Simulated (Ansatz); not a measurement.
# B3LYP/6-31G(d) (spherical functions) run of C2H3Cl (SMILES C=CCl)

What is the electronic atomisation energy of C2H3Cl at B3LYP/6-31G* (spherical functions)? 

The results are computed with Ansatz 0.2.0.

53 further runs of the same task are left out: 53 set aside as unsound or not needed.

**1. The molecule**

The species is C2H3Cl (6 atoms), meant as a singlet with charge 0. SMILES: `C=CCl`. The coordinates come from a PBE0-D4/def2-TZVP relaxation.

Bond lengths: C1–C2 1.320 Å, C2–Cl3 1.721 Å, C1–H4 1.083 Å, C1–H5 1.083 Å, C2–H6 1.083 Å. Angles: C1–C2–Cl3 123.5°, C1–C2–H6 123.6°, Cl3–C2–H6 112.9°, C2–C1–H4 122.1°, C2–C1–H5 119.4°, H4–C1–H5 118.4°.

**2. The energy at B3LYP/6-31G(d) (spherical functions)**

job.yaml

```yaml
basis:
  gaussian:
    orbitals: 6-31G_st_-spherical.json
crystal:
  periodic: [false, false, false]
  atoms:
    - {symbol: C, position_ang: [-0.461860, 0.202020, -0.539180]}
    - {symbol: C, position_ang: [0.378470, -0.011560, 0.455830]}
    - {symbol: Cl, position_ang: [0.897380, -1.579540, 0.939640]}
    - {symbol: H, position_ang: [-0.883050, -0.607730, -1.121290]}
    - {symbol: H, position_ang: [-0.744690, 1.217510, -0.788270]}
    - {symbol: H, position_ang: [0.813760, 0.779300, 1.053260]}
hamiltonian:
  xc: {name: B3LYP}
accuracy: high
output: {orbitals: {seedname: orbitals}}
```

The basis set 6-31G* is read from a file made from the Basis Set Exchange's data (not shown).

Started as:

```console
ansatz run job.yaml --threads 1 --pin off --max-ram 3480MiB --events-out events.jsonl --progress --plain --runs-dir runs
```

What it wrote:

```text
Warning: RAYON_NUM_THREADS=1 ignored (pool sized by the plan → 1); use --threads N
Functional definition: B3LYP
  name "B3LYP"
  parameter a0 = 0.2
  parameter ax = 0.72
  parameter ac = 0.81
  exchange = (1 - a0 - ax)*slater_x + ax*b88_x + a0*exact_x
  correlation = (1 - ac)*vwn_rpa_c + ac*lyp_c
1166 factors; integrals over basis functions are off by at most 3.3e-9 eV
mean field evaluation 1: about -14641.2395 eV, gradient 3.6e1 eV
mean field evaluation 2: about -14639.6519 eV, gradient 4.3e1 eV
mean field evaluation 4: about -14644.6023 eV, gradient 3.0e0 eV
mean field evaluation 8: about -14644.6199 eV, gradient 1.5e-2 eV
mean field evaluation 16: about -14644.6199 eV, gradient 8.7e-7 eV
mean field -14644.61987742 eV, -538.1798540154 hartree, gradient 1.1e-8 eV, S^2 0.000000; 0 other end points of the search recorded, 0 dependent functions left out
reference -14644.61990780 eV, -538.1798551316 hartree; 16, 16 occupied and 36, 36 virtual orbitals, 1166 factors
Total energy: -14644.61990780 eV, -538.1798551316 hartree
```

Run time: 2.6 s. Hardware: 1 thread of Arm Neoverse V1, shared host; peak memory 0.14 GiB.

**3. The C atom**

in.yaml

```yaml
crystal:
  periodic: [false, false, false]
  atoms:
    - symbol: C
      position_ang: [0.000000, 0.000000, 0.000000]
basis:
  gaussian: {orbitals: 6-31G_st_-spherical.json}
magnetization: {spin_polarized: true, initial_magnetization: 2}
hamiltonian: {xc: {name: B3LYP}}
accuracy: high
```

The basis set 6-31G* is read from a file made from the Basis Set Exchange's data (not shown).

Run the same way, it converges to -37.84469 Eh (log not shown).

**4. The Cl atom, same level**

in.yaml

```yaml
crystal:
  periodic: [false, false, false]
  atoms:
    - {symbol: Cl, position_ang: [0.000000, 0.000000, 0.000000]}
basis:
  gaussian:
    orbitals: 6-31G_st_-spherical.json
magnetization:
  spin_polarized: true
  initial_magnetization: 1
hamiltonian:
  xc: {name: B3LYP}
accuracy: high
```

The basis set 6-31G* is read from a file made from the Basis Set Exchange's data (not shown).

Started as:

```console
ansatz run in.yaml --threads 1 --pin off --max-ram 3480MiB --events-out events.jsonl --progress --plain --runs-dir runs
```

What it wrote:

```text
Warning: RAYON_NUM_THREADS=1 ignored (pool sized by the plan → 1); use --threads N
Functional definition: B3LYP
  name "B3LYP"
  parameter a0 = 0.2
  parameter ax = 0.72
  parameter ac = 0.81
  exchange = (1 - a0 - ax)*slater_x + ax*b88_x + a0*exact_x
  correlation = (1 - ac)*vwn_rpa_c + ac*lyp_c
140 factors; integrals over basis functions are off by at most 3.1e-9 eV
mean field evaluation 1: about -12520.7929 eV, gradient 3.0e0 eV
mean field evaluation 2: about -12520.8431 eV, gradient 1.0e0 eV
mean field evaluation 4: about -12520.8501 eV, gradient 3.8e-1 eV
mean field evaluation 8: about -12520.8510 eV, gradient 2.0e-4 eV
mean field evaluation 16: about -12520.8510 eV, gradient 3.3e-6 eV
mean field -12520.85099785 eV, -460.1327872334 hartree, gradient 3.5e-8 eV, S^2 0.751713; 0 other end points of the search recorded, 0 dependent functions left out
reference -12520.85102068 eV, -460.1327880722 hartree; 9, 8 occupied and 9, 10 virtual orbitals, 140 factors
Total energy: -12520.85102068 eV, -460.1327880722 hartree
```

It took 0.74 s on 1 thread of Arm Neoverse V1, shared host.

**5. The H atom**

job.yaml

```yaml
crystal:
  periodic: [false, false, false]
  atoms:
    - {symbol: H, position_ang: [0.000000, 0.000000, 0.000000]}
basis:
  gaussian:
    orbitals: "6-31G*"
magnetization:
  spin_polarized: true
  initial_magnetization: 1
hamiltonian:
  xc: {name: B3LYP}
accuracy: high
```

Run the same way, it converges to -0.50027 Eh (log not shown).

**6. Outcome**

Level: B3LYP/6-31G* (spherical functions).

| quantity | value |
| --- | --- |
| molecule: total energy | -538.17986 Eh |
| molecule: HOMO energy | -7.10 eV |
| molecule: LUMO energy | 0.05 eV |
| molecule: HOMO–LUMO gap | 7.14 eV |
| C atom: total energy | -37.84469 Eh |
| C atom: ⟨S²⟩ | 2.002 |
| Cl atom: total energy | -460.13279 Eh |
| Cl atom: ⟨S²⟩ | 0.752 |
| H atom: total energy | -0.50027 Eh |
| H atom: ⟨S²⟩ | 0.750 |
| electronic atomisation energy | 23.316 eV |

In words: Taking the molecule apart into free atoms costs 23.32 eV (2250 kJ/mol), before zero-point energy and without spin-orbit coupling.
